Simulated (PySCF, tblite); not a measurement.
# C3H8NSi2−: a rotation path, then NMR shifts on frames, part 2 of 2

tblite 0.8.0 and PySCF 2.14.0. Atoms count from 0.

## (5) NMR shieldings: image 3, PBE0/pcSseg-1

What the job is given:

```
{"job": {"kind": "nmr", "xc": "PBE0", "basis": "pcSseg-1", "pop": false}, "charge": -1, "multiplicity": 1}
C     -3.450000     0.240700     0.850500
C     -2.150900     0.440000     0.217600
C     -1.073400     0.606600    -0.291100
Si     0.601400     0.871700    -1.104900
N      1.867000     0.771900    -0.028800
Si     3.253300    -0.117800     0.217900
H     -3.735200    -0.813300     0.808100
H     -3.403600     0.540900     1.899600
H     -4.221800     0.833800     0.350900
H      0.449300     2.240200    -1.699700
H      0.503800    -0.058900    -2.279300
H      4.370300     0.052700    -0.776200
H      3.133300    -1.611400     0.292500
H      3.855800     0.282500     1.520700
```

Method: GIAO PBE0/pcSseg-1 NMR shielding, non-relativistic, gas phase.

Log:

```text
coarse grid: 12528 points
cycle   1  E = -752.1805650534  dE =  3.972e-01  |g| = 7.931e-01  |ddm| = 3.666e+00
cycle   2  E = -751.6862136689  dE =  4.944e-01  |g| = 1.552e+00  |ddm| = 4.307e+00
cycle   3  E = -752.3360528147  dE = -6.498e-01  |g| = 1.938e-01  |ddm| = 3.523e+00
cycle   4  E = -752.3450743431  dE = -9.022e-03  |g| = 6.099e-02  |ddm| = 3.008e-01
cycle   5  E = -752.3459987842  dE = -9.244e-04  |g| = 2.252e-02  |ddm| = 8.732e-02
cycle   6  E = -752.3461038894  dE = -1.051e-04  |g| = 1.025e-02  |ddm| = 2.401e-02
cycle   7  E = -752.3461295278  dE = -2.564e-05  |g| = 1.050e-03  |ddm| = 1.053e-02
cycle   8  E = -752.3461298038  dE = -2.760e-07  |g| = 3.272e-04  |ddm| = 1.636e-03
final grid: 111448 points
cycle   9  E = -752.3805433320  dE = -1.378e-05  |g| = 6.502e-03  |ddm| = 3.677e-02
cycle  10  E = -752.3805304828  dE =  1.285e-05  |g| = 9.950e-03  |ddm| = 1.802e-02
cycle  11  E = -752.3805526558  dE = -2.217e-05  |g| = 1.799e-03  |ddm| = 1.217e-02
cycle  12  E = -752.3805534264  dE = -7.706e-07  |g| = 1.719e-04  |ddm| = 1.977e-03
cycle  13  E = -752.3805534273  dE = -8.567e-10  |g| = 1.504e-04  |ddm| = 2.466e-04
cycle  14  E = -752.3805534328  dE = -5.520e-09  |g| = 2.247e-05  |ddm| = 1.414e-04
cycle  15  E = -752.3805534329  dE = -1.146e-10  |g| = 5.058e-06  |ddm| = 3.154e-05
converged SCF energy = -752.3805534329

GIAO shielding tensors (ppm)
atom      isotropic    diamagn.    paramagn.     s11        s22        s33       span
  0 C      179.810     250.544     -70.734    172.195    173.118    194.117     21.922
  1 C       96.385     275.321    -178.936      8.082     16.604    264.469    256.387
  2 C       83.824     258.944    -175.120    -12.573     -4.698    268.744    281.318
  3 Si     442.321     880.163    -437.842    384.965    389.597    552.401    167.436
  4 N      257.978     326.458     -68.480    161.316    293.438    319.181    157.866
  5 Si     440.321     878.651    -438.330    379.985    391.691    549.286    169.300
  6 H       29.905      30.002      -0.097     24.894     28.491     36.330     11.436
  7 H       29.777      29.707       0.069     24.782     28.448     36.099     11.316
  8 H       29.951      26.525       3.426     24.980     28.340     36.532     11.553
  9 H       26.328      29.109      -2.781     22.391     25.225     31.367      8.976
 10 H       26.188      30.236      -4.047     22.471     25.238     30.856      8.385
 11 H       26.332      28.050      -1.718     22.822     23.985     32.190      9.368
 12 H       26.298      29.925      -3.627     22.829     24.235     31.829      9.000
 13 H       26.554      29.333      -2.779     23.172     24.257     32.233      9.061
```

Run time: 20 s. Hardware: 1 thread of Intel Xeon Platinum 8259CL at 2.50GHz, shared host; peak memory 0.74 GiB.

In short: δ C2 103.1, C1 90.5, C0 7.1, Si5 -91.2, H10 5.53, H12 5.42 ppm.

## (6) NMR shieldings: image 5, PBE0/pcSseg-1

What the job is given:

```
{"job": {"kind": "nmr", "xc": "PBE0", "basis": "pcSseg-1", "pop": false}, "charge": -1, "multiplicity": 1}
C     -3.550100     0.368600     0.835900
C     -2.218900     0.453700     0.244800
C     -1.108300     0.529200    -0.211100
Si     0.582700     0.645500    -1.019000
N      1.780000     0.456200     0.123300
Si     3.362200    -0.067500     0.173000
H     -3.903200    -0.665500     0.832000
H     -3.519300     0.715900     1.870900
H     -4.264000     0.985100     0.281400
H      0.505200     1.976600    -1.716100
H      0.455400    -0.334700    -2.150400
H      4.399800     0.694600    -0.604700
H      3.638500    -1.476500    -0.264100
H      3.839400    -0.001600     1.581900
```

Method: GIAO PBE0/pcSseg-1 NMR shielding, non-relativistic, gas phase.

Log:

```text
coarse grid: 12528 points
cycle   1  E = -752.1805387547  dE =  3.977e-01  |g| = 7.929e-01  |ddm| = 3.663e+00
cycle   2  E = -751.6637375974  dE =  5.168e-01  |g| = 1.575e+00  |ddm| = 4.601e+00
cycle   3  E = -752.3365821104  dE = -6.728e-01  |g| = 1.927e-01  |ddm| = 3.823e+00
cycle   4  E = -752.3454260147  dE = -8.844e-03  |g| = 6.178e-02  |ddm| = 3.076e-01
cycle   5  E = -752.3463510359  dE = -9.250e-04  |g| = 2.426e-02  |ddm| = 8.596e-02
cycle   6  E = -752.3464775695  dE = -1.265e-04  |g| = 1.024e-02  |ddm| = 2.522e-02
cycle   7  E = -752.3465032379  dE = -2.567e-05  |g| = 1.050e-03  |ddm| = 1.066e-02
cycle   8  E = -752.3465035144  dE = -2.765e-07  |g| = 3.225e-04  |ddm| = 1.580e-03
final grid: 111448 points
cycle   9  E = -752.3806294368  dE = -1.436e-05  |g| = 6.296e-03  |ddm| = 3.576e-02
cycle  10  E = -752.3806181917  dE =  1.125e-05  |g| = 9.430e-03  |ddm| = 1.715e-02
cycle  11  E = -752.3806382157  dE = -2.002e-05  |g| = 1.829e-03  |ddm| = 1.172e-02
cycle  12  E = -752.3806390083  dE = -7.926e-07  |g| = 1.704e-04  |ddm| = 2.050e-03
cycle  13  E = -752.3806390095  dE = -1.237e-09  |g| = 1.436e-04  |ddm| = 2.416e-04
cycle  14  E = -752.3806390145  dE = -4.961e-09  |g| = 2.424e-05  |ddm| = 1.405e-04
cycle  15  E = -752.3806390146  dE = -1.385e-10  |g| = 5.455e-06  |ddm| = 3.168e-05
converged SCF energy = -752.3806390146

GIAO shielding tensors (ppm)
atom      isotropic    diamagn.    paramagn.     s11        s22        s33       span
  0 C      179.808     250.479     -70.671    172.091    173.142    194.191     22.101
  1 C       96.956     275.502    -178.546      7.675     15.823    267.371    259.696
  2 C       83.786     257.746    -173.961    -12.645     -4.372    268.374    281.019
  3 Si     441.070     880.183    -439.114    379.146    389.598    554.466    175.320
  4 N      251.028     325.306     -74.278    148.549    295.894    308.641    160.092
  5 Si     440.472     878.437    -437.965    380.122    388.992    552.302    172.180
  6 H       29.911      29.635       0.277     24.898     28.465     36.372     11.473
  7 H       29.764      29.554       0.210     24.740     28.450     36.103     11.363
  8 H       29.957      26.708       3.249     24.977     28.366     36.527     11.550
  9 H       26.157      29.211      -3.054     22.353     24.998     31.120      8.767
 10 H       26.143      30.254      -4.110     22.380     25.208     30.841      8.461
 11 H       26.336      27.887      -1.551     22.924     23.910     32.174      9.250
 12 H       26.310      29.098      -2.788     23.036     24.025     31.868      8.832
 13 H       26.566      29.333      -2.766     23.065     24.377     32.257      9.192
```

Wall time 20 s (1 thread of Intel Xeon Platinum 8259CL at 2.50GHz, shared host); peak memory 0.74 GiB.

This run: δ C2 103.1, C1 90.0, C0 7.1, Si5 -91.3, H10 5.57, H9 5.56 ppm.

## (7) Shielding tensors: image 8, PBE0/pcSseg-1

What the job is given:

```
{"job": {"kind": "nmr", "xc": "PBE0", "basis": "pcSseg-1", "pop": false}, "charge": -1, "multiplicity": 1}
C     -3.533900     0.537600     0.876900
C     -2.218900     0.465500     0.249400
C     -1.130400     0.402700    -0.258500
Si     0.550100     0.307400    -1.084300
N      1.704200     0.057800     0.089600
Si     3.367700     0.026100     0.191500
H     -4.003700    -0.449500     0.892500
H     -3.446000     0.895600     1.905500
H     -4.184000     1.222400     0.325300
H      0.579700     1.563400    -1.911500
H      0.346800    -0.764700    -2.118400
H      4.080800     1.344100     0.113700
H      4.131000    -0.793600    -0.809000
H      3.755900    -0.535300     1.515100
```

Method: GIAO PBE0/pcSseg-1 NMR shielding, non-relativistic, gas phase.

Log:

```text
coarse grid: 12528 points
cycle   1  E = -752.1789765605  dE =  4.027e-01  |g| = 7.958e-01  |ddm| = 3.663e+00
cycle   2  E = -751.6475313584  dE =  5.314e-01  |g| = 1.591e+00  |ddm| = 4.825e+00
cycle   3  E = -752.3364426739  dE = -6.889e-01  |g| = 1.929e-01  |ddm| = 4.041e+00
cycle   4  E = -752.3452791471  dE = -8.836e-03  |g| = 6.265e-02  |ddm| = 3.031e-01
cycle   5  E = -752.3462325538  dE = -9.534e-04  |g| = 2.430e-02  |ddm| = 8.924e-02
cycle   6  E = -752.3463592554  dE = -1.267e-04  |g| = 1.035e-02  |ddm| = 2.566e-02
cycle   7  E = -752.3463854323  dE = -2.618e-05  |g| = 1.054e-03  |ddm| = 1.052e-02
cycle   8  E = -752.3463857110  dE = -2.787e-07  |g| = 3.241e-04  |ddm| = 1.480e-03
final grid: 111448 points
cycle   9  E = -752.3805207436  dE = -1.453e-05  |g| = 6.238e-03  |ddm| = 3.399e-02
cycle  10  E = -752.3805101457  dE =  1.060e-05  |g| = 9.230e-03  |ddm| = 1.743e-02
cycle  11  E = -752.3805293779  dE = -1.923e-05  |g| = 1.842e-03  |ddm| = 1.201e-02
cycle  12  E = -752.3805301787  dE = -8.008e-07  |g| = 1.623e-04  |ddm| = 2.128e-03
cycle  13  E = -752.3805301800  dE = -1.309e-09  |g| = 1.316e-04  |ddm| = 2.137e-04
cycle  14  E = -752.3805301841  dE = -4.125e-09  |g| = 2.503e-05  |ddm| = 1.298e-04
cycle  15  E = -752.3805301843  dE = -1.455e-10  |g| = 5.508e-06  |ddm| = 3.082e-05
converged SCF energy = -752.3805301843

GIAO shielding tensors (ppm)
atom      isotropic    diamagn.    paramagn.     s11        s22        s33       span
  0 C      179.761     250.276     -70.516    172.274    172.846    194.162     21.888
  1 C       96.769     275.446    -178.676      7.185     16.004    267.119    259.934
  2 C       83.812     258.095    -174.283    -13.063     -3.788    268.286    281.349
  3 Si     441.189     880.230    -439.041    378.294    390.679    554.594    176.300
  4 N      248.836     324.605     -75.768    145.177    296.695    304.637    159.459
  5 Si     440.736     878.468    -437.733    380.856    389.110    552.242    171.386
  6 H       29.876      28.980       0.896     24.875     28.389     36.363     11.488
  7 H       29.778      29.724       0.054     24.767     28.449     36.119     11.352
  8 H       29.942      26.860       3.082     24.936     28.400     36.490     11.554
  9 H       26.127      29.478      -3.350     22.359     25.000     31.023      8.665
 10 H       26.142      29.929      -3.787     22.521     24.850     31.055      8.535
 11 H       26.320      28.388      -2.068     23.032     23.925     32.004      8.972
 12 H       26.327      28.248      -1.921     23.019     23.896     32.065      9.046
 13 H       26.572      29.430      -2.858     23.045     24.414     32.258      9.213
```

Wall time 19 s (1 thread of Intel Xeon Platinum 8259CL at 2.50GHz, shared host); peak memory 0.74 GiB.

This run: δ C2 103.1, C1 90.2, C0 7.2, Si5 -91.6, H9 5.59, H10 5.57 ppm.

## (8) Side by side: NMR shifts

Shifts (ppm) of some atoms, chosen among heavy atoms and hydrogens apart, with basis size and wall time:

```
  frame     C2    C1   H10    H9    Si5    Si3    N4  functions  time
image 0  102.6  92.1  5.58  5.29  -90.7  -94.5  17.7        156  21 s
image 1  103.0  91.4  5.55  5.29  -90.4  -94.1  14.3        156  20 s
image 3  103.1  90.5  5.53  5.39  -91.2  -93.2   9.8        156  20 s
image 5  103.1  90.0  5.57  5.56  -91.3  -91.9  16.7        156  20 s
image 8  103.1  90.2  5.57  5.59  -91.6  -92.0  18.9        156  19 s
```

## (9) Results

What follows sums up all 2 parts.

```
                                        quantity                                               value
                                         barrier                  0.016 eV (0.4 kcal/mol) at image 3
                           end to end (GFN2-xTB)                                            0.004 eV
 ¹³C shifts against TMS (PBE0/pcSseg-1, image 0)                                102.6, 92.1, 7.2 ppm
  ¹H shifts against TMS (PBE0/pcSseg-1, image 0)  5.58, 5.42, 5.37, 5.29, 5.12, 1.95, 1.85, 1.77 ppm
²⁹Si shifts against TMS (PBE0/pcSseg-1, image 0)                                    -90.7, -94.5 ppm
 ¹⁵N shifts against NH3 (PBE0/pcSseg-1, image 0)                                            17.7 ppm
                        range of the shift of N4                                     9.8 to 18.9 ppm
```

Along the band the dihedral turns by 115°, and the top (dihedral 121°) lies 0.4 kcal/mol above the start (GFN2-xTB, rough), so at room temperature this motion is fast. The top was not checked by a frequency run. Shifts at one fixed geometry are not the observed spectrum, which averages over the motion. In the first frame run (image 0): Shielding is most anisotropic at C2 (span 280 ppm, paramagnetic term -177 ppm). In ppm, N4 moves most: its shift spreads over 9.1 ppm, from 9.8 (image 3) to 18.9 (image 8).
